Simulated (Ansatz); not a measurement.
Relaxation of a periodic cell of 17 atoms, LiSi$_{16}$ (host Si, host structure diamond, interstitial Li), to a largest force component of 0.03 eV/Å in at most 60 steps.

Theory: DFT LDA, scalar-relativistic, plane waves, PAW in Ansatz. Settings: PAW set soft_1, cutoff 420 eV, k mesh 2x2x2, gaussian smearing 0.02 eV, spin collinear.

```xyz
17
Lattice="0.0000 5.4300 5.4300 5.4300 0.0000 5.4300 5.4300 5.4300 0.0000" Properties=species:S:1:pos:R:3:forces:R:3
Si 0.000 0.000 0.000 0.02 0.01 0.00
Si 1.357 1.357 1.357 -0.43 -0.41 -0.40
Si 2.715 2.715 0.000 -0.02 -0.02 -0.25
Si 4.072 4.072 1.357 0.56 0.59 -0.60
Si 2.715 0.000 2.715 -0.01 -0.23 -0.02
Si 4.072 1.357 4.072 0.50 -0.55 0.54
Si 5.430 2.715 2.715 0.30 0.00 0.01
Si 6.787 4.072 4.072 -0.12 0.13 0.13
Si 0.000 2.715 2.715 -0.21 0.00 -0.01
Si 1.357 4.072 4.072 -0.47 0.43 0.44
Si 2.715 5.430 2.715 -0.01 0.27 0.02
Si 4.072 6.787 4.072 0.13 -0.12 0.12
Si 2.715 2.715 5.430 0.00 0.02 0.25
Si 4.072 4.072 6.787 0.12 0.12 -0.12
Si 5.430 5.430 5.430 -0.01 0.00 0.00
Si 6.787 6.787 6.787 -0.13 -0.13 -0.13
Li 8.201 2.733 8.143 -0.23 -0.08 0.02
```

Q: Where does it end, and by what steps?

A: The forces met the threshold. Limits of this set-up: coarse k mesh, PAW files made for another functional, a small cell, in which the defect meets its images. After 3 steps the energy has fallen by 0.128 eV; Li17 moved furthest, 0.05 Å.

```
step  energy less start (eV)  largest force component (eV/Å)  accepted
   0                  0.0000                           0.602       yes
   1                 -0.1156                           0.188       yes
   2                 -0.1260                           0.057       yes
   3                 -0.1278                           0.011       yes
```

```xyz
17
Lattice="0.0000 5.4300 5.4300 5.4300 0.0000 5.4300 5.4300 5.4300 0.0000" Properties=species:S:1:pos:R:3
Si 0.004 0.001 0.000
Si 1.333 1.330 1.329
Si 2.718 2.716 -0.018
Si 4.105 4.103 1.328
Si 2.718 -0.016 2.715
Si 4.104 1.330 4.101
Si 5.451 2.716 2.715
Si 6.779 4.086 4.084
Si -0.014 2.716 2.715
Si 1.332 4.102 4.101
Si 2.718 5.449 2.715
Si 4.087 6.777 4.084
Si 2.718 2.716 5.447
Si 4.087 4.085 6.776
Si 5.432 5.431 5.430
Si 6.778 6.776 6.775
Li 8.149 2.716 8.145
```

Whether the end is a true minimum wasn't checked by a vibrational analysis.

Time of the run: 28 s on 2 threads of Intel(R) Xeon(R) CPU @ 2.60GHz (Ice Lake) (shared host), peak memory 0.7 GiB.
